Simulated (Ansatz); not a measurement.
**BClF₂: up Jacob's ladder to CCSD(T)**

The task here is to estimate one member of a computed series from the others.

Program: Ansatz 0.2.0, Gaussian basis. Level of theory: functionals in def2-TZVPP, the program's frozen cores in correlated methods. These are calculated values, not measurements.

The runs, in order: LDA (SPW92), PBE-D4, revPBE-D4, BLYP-D4, r2SCAN-D4, B97M-V, PBE0-D4, B3LYP-D4, r2SCANh-D4, r2SCAN0-D4, HSE06-D4, BHLYP-D4, CAM-B3LYP-D4, LC-ωPBE, ωB97X-V, ωB97M-V, B2PLYP, PBE-QIDH; CCSD(T)/def2-SVP; CCSD(T)/def2-TZVPP; CCSD(T)/def2-QZVPP; extrapolation to the limit; RPA on PBE.

## The relaxed structure

An earlier PBE0-D4 in a triple-zeta def2 set relaxation fixed the geometry.

SMILES `FB(F)Cl`, 4 atoms, charge 0, spin multiplicity 1.

Atoms are counted from 1 here; the program's logs count them from 0.

Bond lengths: F1–B2 1.310 Å, B2–F3 1.310 Å, B2–Cl4 1.740 Å. Angles: F1–B2–F3 119.0°, F1–B2–Cl4 120.5°, F3–B2–Cl4 120.5°.

As a file:

```mol
BClF2
  3D, bonds by distance, orders not assigned

  4  3  0  0  0  0  0  0  0  0999 V2000
   -0.1737   -1.2543   -0.5463 F   0  0
   -0.0671   -0.0413   -0.0620 B   0  0
   -1.0116    0.8301   -0.3177 F   0  0
    1.3079    0.4053    0.9057 Cl  0  0
  1  2  8  0
  2  3  8  0
  2  4  8  0
M  END
```

Set-up of the first run:

Contents of in.yaml:

```yaml
crystal:
  periodic: [false, false, false]
  atoms:
    - {symbol: F, position_ang: [-0.173739, -1.254302, -0.546251]}
    - {symbol: B, position_ang: [-0.067061, -0.041341, -0.062036]}
    - {symbol: F, position_ang: [-1.011647, 0.830149, -0.317738]}
    - {symbol: Cl, position_ang: [1.307946, 0.405294, 0.905724]}
basis:
  gaussian: {orbitals: def2-TZVPP}
hamiltonian: {xc: lda}
output: {orbitals: {seedname: orbitals}}
```

Launch:

```console
$ ansatz run in.yaml --threads 2 --pin off --events-out ev --progress --plain --max-ram 32768MiB --backend cpu
```

Steps of the session up to this table: LDA; PBE-D4 (GGA); revPBE-D4 (GGA); BLYP-D4 (GGA); r2SCAN-D4 (meta-GGA); B97M-V (meta-GGA); PBE0-D4 (hybrid); B3LYP-D4 (hybrid); r2SCANh-D4 (hybrid); r2SCAN0-D4 (hybrid); HSE06-D4 (hybrid); BHLYP-D4 (hybrid); CAM-B3LYP-D4 (range-separated); LC-ωPBE (range-separated); ωB97X-V (range-separated); ωB97M-V (range-separated); B2PLYP (double hybrid); PBE-QIDH (double hybrid).

One table of the session follows, with a row left open; its other results are not shown here.

It belongs to the step «Frontier levels by functional». 

```
  functional  HOMO (eV)  gap (eV)
 LDA (SPW92)      -8.53      6.91
      PBE-D4      -8.36      7.09
   revPBE-D4      -8.29      7.17
     BLYP-D4      -8.20      7.06
   r2SCAN-D4      -8.75      7.93
      B97M-V      -8.85      8.12
     PBE0-D4      -9.91      9.71
    B3LYP-D4      -9.61      9.13
  r2SCANh-D4      -9.32      8.86
  r2SCAN0-D4          ?         ?
    HSE06-D4      -9.50      8.91
    BHLYP-D4     -11.29     12.19
CAM-B3LYP-D4     -11.34     12.27
     LC-ωPBE     -12.80     15.04
     ωB97X-V     -12.39     14.56
     ωB97M-V     -12.22     14.14
```

**Question.** Estimate the row for r2SCAN0-D4.

Worked estimate for «HOMO (eV)». Against the share of exact exchange, r2SCAN-D4 (0, -8.75), r2SCANh-D4 (0.1, -9.32) give a slope of -5.70 per unit share; at 0.25 the line stands at -10.17.

The run gave: HOMO (eV): -10.17; gap (eV): 10.25. In «HOMO (eV)» the line misses by 0.00.
